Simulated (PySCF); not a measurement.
# CuH18N6 ([Cu(NH3)6]2+): the cost of one run

Computed with PySCF 2.14.0 and routines of our own; the level stands in each step. Atoms count from 0.

## (1) The starting structure

25 atoms, charge 2, states of the metal's open shell are computed; geometry from: model geometry, bond lengths from ionic radii.

## (2) Ligand-field states: state-averaged CASSCF

Job settings and geometry (Å):

```
{"job": {"kind": "lf", "basis": {"metal": "x2c-TZVPall", "ligand": "x2c-SVPall"}, "nevpt": true}, "charge": 2, "metal": "Cu", "open_shell": "d9"}
Cu     0.000000     0.000000     0.000000
N      0.000000     0.000000     2.160000
H      0.942357     0.000000     2.550337
H     -0.471179     0.816105     2.550337
H     -0.471179    -0.816105     2.550337
N      0.000000     0.000000    -2.160000
H     -0.942357     0.000000    -2.550337
H      0.471179     0.816105    -2.550337
H      0.471179    -0.816105    -2.550337
N      2.160000     0.000000     0.000000
H      2.550337     0.942357     0.000000
H      2.550337    -0.471179     0.816105
H      2.550337    -0.471179    -0.816105
N     -2.160000     0.000000     0.000000
H     -2.550337    -0.942357     0.000000
H     -2.550337     0.471179     0.816105
H     -2.550337     0.471179    -0.816105
N      0.000000     2.160000     0.000000
H      0.000000     2.550337     0.942357
H      0.816105     2.550337    -0.471179
H     -0.816105     2.550337    -0.471179
N     -0.000000    -2.160000     0.000000
H     -0.000000    -2.550337    -0.942357
H      0.816105    -2.550337     0.471179
H     -0.816105    -2.550337     0.471179
```

Level: state-averaged CASSCF of the metal d shell, SC-NEVPT2 on the averaged canonical orbitals, state-interaction spin-orbit coupling.

Command:

```
OMP_NUM_THREADS=1 python lf_run.py task.json out
```

One launch serves the whole session: the jobs run in the order shown.

Q: Estimate the wall time and peak memory of this first job on 1 thread of Arm Neoverse V1, shared host.

About 27 s, with a peak of 0.6 GiB.
